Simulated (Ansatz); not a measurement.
# GeH3NO, SMILES [NH2][Ge][OH]: a relaxed scan of one distance

Program: Ansatz 0.2.0 through its Python package.

Notebook, run cell by cell (the value of a cell's last expression is shown):

In [1]:
```python
import warnings

import ansatz as az
import numpy as np
```

In [2]:
```python
warnings.simplefilter('ignore', az.DeckWarning)
```

In [3]:
```python
geometry_ang = [
    ('N', [-1.0513, -0.0944, -0.3643]),
    ('Ge', [0.609, -0.7886, -0.4145]),
    ('O', [1.3936, -0.4827, 1.1368]),
    ('H', [-1.4382, -0.1899, -1.3272]),
    ('H', [-0.9789, 0.9745, -0.2783]),
    ('H', [1.5078, 0.5171, 1.2011]),
]
system = az.Crystal.molecule()
for symbol, xyz in geometry_ang:
    system = system.atom(symbol, xyz)
```

In [4]:
```python
calculation = (
    system.calculation()
    .basis(gaussian='def2-SVP')
    .functional('B3LYP')
)
symbols = [site.symbol for site in system.cartesian_sites]
pairs = [(0, 1), (0, 3), (0, 4), (1, 2), (2, 5)]
print('held (A)   E (eV)        ', '  '.join(f'{symbols[i]}{i}-{symbols[j]}{j}' for i, j in pairs))
for length in [1.66, 1.8, 1.94, 2.16, 2.43]:
    r = calculation.relax(constraints=[az.DistanceConstraint((0, 1), at=length)], force_tolerance=0.02, max_steps=60).run(threads=1).report
    xyz = np.array(r['positions_ang'])
    print(f'{length:6.2f} {r["free_energy_ev"]:14.5f}  ', '  '.join(f'{np.linalg.norm(xyz[i] - xyz[j]):.3f}' for i, j in pairs))
```
```text
held (A)   E (eV)         N0-Ge1  N0-H3  N0-H4  Ge1-O2  O2-H5
  1.66   -60095.96404   1.660  1.018  1.021  1.812  0.969
  1.80   -60096.42980   1.800  1.017  1.019  1.806  0.968
  1.94   -60096.35923   1.940  1.017  1.018  1.800  0.968
  2.16   -60095.80032   2.160  1.022  1.023  1.790  0.968
  2.43   -60095.03670   2.430  1.029  1.029  1.770  0.987
```

Total energies depend on the basis set; only differences at equal settings carry meaning. The energies are electronic: no zero-point or thermal terms, and the basis set is short of its limit. b3lyp holds the VWN-RPA fit, as in Gaussian; the form of ORCA and Turbomole is b3lyp5. The script silences the warnings on its input, which a real study should read. Wall time of the script: 2.2 min on 1 thread of Arm Neoverse V2 (shared host), peak memory 0.22 GiB.
